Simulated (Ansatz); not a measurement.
# GaHBrO (SMILES [OH][Ga][Br]): UCCSD(T)/def2-SVPD

Aim: the vertical ionisation energy of GaHBrO at UCCSD(T)/def2-SVPD, from 2 runs. 

Program for the calculation: Ansatz 0.2.0.

30 further runs of the same task are left out: 30 set aside as unsound or not needed. Runs told in other sessions of the task aren't counted.

## Step 1: Starting point

GaHBrO: 4 atoms, total charge 0, spin state doublet. As SMILES, `[OH][Ga][Br]`. Geometry: relaxed at PBE0-D4/def2-TZVP.

Bond lengths: O1–Ga2 1.795 Å, Ga2–Br3 2.313 Å, O1–H4 0.961 Å. Angles: O1–Ga2–Br3 116.0°, Ga2–O1–H4 114.2°.

## Step 2: A single-point energy at UCCSD(T)/def2-SVPD

Input file run.yaml:

```yaml
crystal:
  periodic: [false, false, false]
  atoms:
    - symbol: O
      position_ang: [-0.945400, 0.045500, -0.527800]
    - symbol: Ga
      position_ang: [0.607600, 0.441600, 0.280200]
    - symbol: Br
      position_ang: [1.823300, -1.358700, 1.075700]
    - symbol: H
      position_ang: [-1.429900, 0.811300, -0.848400]
basis:
  gaussian:
    orbitals: def2-SVPD
magnetization:
  spin_polarized: true
  initial_magnetization: 1
correlation:
  method: ccsd_t
  frozen_orbitals: {Br: 9, Ga: 9, H: 0, O: 1}
accuracy: high
scf:
  omitted_lower_state_checks: [cluster_reference, increment]
```

Started as:

```bash
$ ansatz run run.yaml --threads 1 --pin off --max-ram 2610MiB --events-out events.jsonl --progress --plain --runs-dir runs
```

What it wrote:

```text
Warning: RAYON_NUM_THREADS=1 ignored (pool sized by the plan → 1); use --threads N
Functional definition: HF
  name "HF"
  exchange = exact_x
  correlation = 0
these checks for a lower state are left out or cut short: cluster_reference, increment
1980 factors; integrals over basis functions are off by at most 4.6e-9 eV
mean field evaluation 1: about -124367.8823 eV, gradient 2.7e1 eV
mean field evaluation 2: about -124367.9198 eV, gradient 2.7e1 eV
mean field evaluation 4: about -124371.3463 eV, gradient 2.4e0 eV
mean field evaluation 8: about -124371.4702 eV, gradient 2.3e-1 eV
mean field evaluation 16: about -124371.4721 eV, gradient 5.1e-7 eV
mean field -124371.47206115 eV, -4570.5672962356 hartree, gradient 2.3e-8 eV, S^2 0.758202; 0 other end points of the search recorded, 0 dependent functions left out
19 core orbitals not correlated: weight in the atoms' cores, before any rotation towards them, 1.000 or more for the frozen orbitals, at most 0.000 for the correlated occupied ones
reference -124371.47206115 eV, -4570.5672962356 hartree; 19, 18 occupied and 72, 73 virtual orbitals, 1980 factors
second order -17.16220420 eV of doubles, -0.00000000 eV of singles
cycle   1  -16.44965723 eV  change    7.1e-1 eV  update   1.1e-1
cycle   2  -16.91998754 eV  change   -4.7e-1 eV  update   3.6e-2
cycle   3  -17.02590031 eV  change   -1.1e-1 eV  update   2.1e-2
cycle   4  -17.01338599 eV  change    1.3e-2 eV  update   6.7e-3
cycle   5  -17.01009349 eV  change    3.3e-3 eV  update   3.5e-3
cycle   6  -17.01228916 eV  change   -2.2e-3 eV  update   1.3e-3
cycle   7  -17.01228022 eV  change    8.9e-6 eV  update   5.6e-4
cycle   8  -17.01230732 eV  change   -2.7e-5 eV  update   2.4e-4
cycle   9  -17.01237808 eV  change   -7.1e-5 eV  update   1.1e-4
cycle  10  -17.01234059 eV  change    3.7e-5 eV  update   4.4e-5
cycle  11  -17.01234496 eV  change   -4.4e-6 eV  update   2.0e-5
cycle  12  -17.01235832 eV  change   -1.3e-5 eV  update   9.0e-6
cycle  13  -17.01235667 eV  change    1.6e-6 eV  update   4.1e-6
cycle  14  -17.01235884 eV  change   -2.2e-6 eV  update   1.7e-6
cycle  15  -17.01235917 eV  change   -3.3e-7 eV  update   6.7e-7
cycle  16  -17.01235907 eV  change    9.9e-8 eV  update   3.2e-7
cycle  17  -17.01235910 eV  change   -2.6e-8 eV  update   1.4e-7
cycle  18  -17.01235908 eV  change    1.9e-8 eV  update   7.5e-8
cycle  19  -17.01235911 eV  change   -3.1e-8 eV  update   4.4e-8
cycle  20  -17.01235911 eV  change   -4.9e-9 eV  update   2.9e-8
cycle  21  -17.01235893 eV  change    1.8e-7 eV  update   9.1e-8
cycle  22  -17.01235897 eV  change   -3.9e-8 eV  update   2.3e-8
cycle  23  -17.01235896 eV  change    1.1e-8 eV  update   8.2e-9
cycle  24  -17.01235896 eV  change  -5.8e-10 eV  update   3.8e-9
perturbative correction -0.52534589 eV, -0.0193061054 hartree
Total energy: -124389.00976600 eV, -4571.2117950013 hartree
Checks for a lower state left out: cluster_reference, increment
```

Wall time 4.1 min (1 thread of Arm Neoverse V1, shared host); peak memory 1.8 GiB.

## Step 3: The singlet cation

Input file molecule.yaml:

```yaml
crystal:
  periodic: [false, false, false]
  atoms:
    - {symbol: O, position_ang: [-0.945400, 0.045500, -0.527800]}
    - {symbol: Ga, position_ang: [0.607600, 0.441600, 0.280200]}
    - {symbol: Br, position_ang: [1.823300, -1.358700, 1.075700]}
    - {symbol: H, position_ang: [-1.429900, 0.811300, -0.848400]}
basis:
  gaussian:
    orbitals: def2-SVPD
total_charge: 1
accuracy: high
correlation:
  method: ccsd_t
  frozen_orbitals: {Br: 9, Ga: 9, H: 0, O: 1}
scf:
  omitted_lower_state_checks: [cluster_reference, increment]
```

Started as:

```bash
$ ansatz run molecule.yaml --threads 1 --pin off --max-ram 2610MiB --events-out events.jsonl --progress --plain --runs-dir runs
```

What it wrote:

```text
Warning: RAYON_NUM_THREADS=1 ignored (pool sized by the plan → 1); use --threads N
[... 4 set-up lines as earlier in the session ...]
these checks for a lower state are left out or cut short: cluster_reference, increment
1979 factors; integrals over basis functions are off by at most 4.6e-9 eV
mean field evaluation 1: about -124355.2314 eV, gradient 6.1e1 eV
mean field evaluation 2: about -124355.2726 eV, gradient 6.1e1 eV
mean field evaluation 4: about -124362.6393 eV, gradient 4.7e0 eV
mean field evaluation 8: about -124362.7198 eV, gradient 5.3e-1 eV
mean field evaluation 16: about -124362.7232 eV, gradient 9.1e-7 eV
mean field -124362.72323777 eV, -4570.2457829068 hartree, gradient 2.2e-8 eV, S^2 0.000000; 2 other end points of the search recorded, 0 dependent functions left out
19 core orbitals not correlated: weight in the atoms' cores, before any rotation towards them, 1.000 or more for the frozen orbitals, at most 0.000 for the correlated occupied ones
reference -124362.72323777 eV, -4570.2457829068 hartree; 18, 18 occupied and 73, 73 virtual orbitals, 1979 factors
second order -17.26201420 eV of doubles, -0.00000000 eV of singles
cycle   1  -16.42411789 eV  change    8.4e-1 eV  update   1.3e-1
cycle   2  -16.93713703 eV  change   -5.1e-1 eV  update   4.9e-2
cycle   3  -17.07741009 eV  change   -1.4e-1 eV  update   2.9e-2
cycle   4  -17.06674303 eV  change    1.1e-2 eV  update   1.0e-2
cycle   5  -17.05466403 eV  change    1.2e-2 eV  update   4.8e-3
cycle   6  -17.05816213 eV  change   -3.5e-3 eV  update   2.5e-3
cycle   7  -17.05854283 eV  change   -3.8e-4 eV  update   1.3e-3
cycle   8  -17.05785263 eV  change    6.9e-4 eV  update   6.9e-4
cycle   9  -17.05820763 eV  change   -3.6e-4 eV  update   3.3e-4
cycle  10  -17.05823963 eV  change   -3.2e-5 eV  update   1.5e-4
cycle  11  -17.05815615 eV  change    8.3e-5 eV  update   6.9e-5
cycle  12  -17.05823689 eV  change   -8.1e-5 eV  update   2.9e-5
cycle  13  -17.05821165 eV  change    2.5e-5 eV  update   1.2e-5
cycle  14  -17.05822562 eV  change   -1.4e-5 eV  update   5.6e-6
cycle  15  -17.05822759 eV  change   -2.0e-6 eV  update   2.0e-6
cycle  16  -17.05822739 eV  change    2.0e-7 eV  update   7.8e-7
cycle  17  -17.05822773 eV  change   -3.4e-7 eV  update   4.2e-7
cycle  18  -17.05822765 eV  change    7.8e-8 eV  update   1.6e-7
cycle  19  -17.05822769 eV  change   -3.8e-8 eV  update   8.1e-8
cycle  20  -17.05822768 eV  change    8.8e-9 eV  update   4.4e-8
cycle  21  -17.05822791 eV  change   -2.3e-7 eV  update   1.3e-7
cycle  22  -17.05822792 eV  change   -4.9e-9 eV  update   4.4e-8
cycle  23  -17.05822792 eV  change    2.2e-9 eV  update   1.8e-8
cycle  24  -17.05822792 eV  change   -5.7e-9 eV  update   9.0e-9
cycle  25  -17.05822792 eV  change    1.8e-9 eV  update   3.3e-9
perturbative correction -0.58852145 eV, -0.0216277642 hartree
Total energy: -124380.36998714 eV, -4570.8942889846 hartree
Checks for a lower state left out: cluster_reference, increment
```

Run time: 65 s. Hardware: 1 thread of Arm Neoverse V1, shared host; peak memory 0.74 GiB.

## Step 4: Summary of results

At UCCSD(T)/def2-SVPD, 19 core orbitals frozen:

```
                                                    quantity           value
                                doublet GaHBrO: total energy  -4571.21180 Eh
doublet GaHBrO: correlation energy (19 core orbitals frozen)      -644.5 mEh
                              doublet GaHBrO: (T) correction      -19.31 mEh
           doublet GaHBrO: ⟨S²⟩ of the reference determinant           0.758
                               doublet GaHBrO: T1 diagnostic           0.015
                                singlet cation: total energy  -4570.89429 Eh
singlet cation: correlation energy (19 core orbitals frozen)      -648.5 mEh
                              singlet cation: (T) correction      -21.63 mEh
                               singlet cation: T1 diagnostic           0.018
          vertical ionisation energy (to the singlet cation)        8.640 eV
```

The vertical ionisation energy comes to 8.64 eV (834 kJ/mol). Only the singlet of the ionised species was computed; a triplet could lie lower. The triples (doublet GaHBrO) make up 3.0 % of the correlation energy. The triples (singlet cation) make up 3.3 % of the correlation energy.
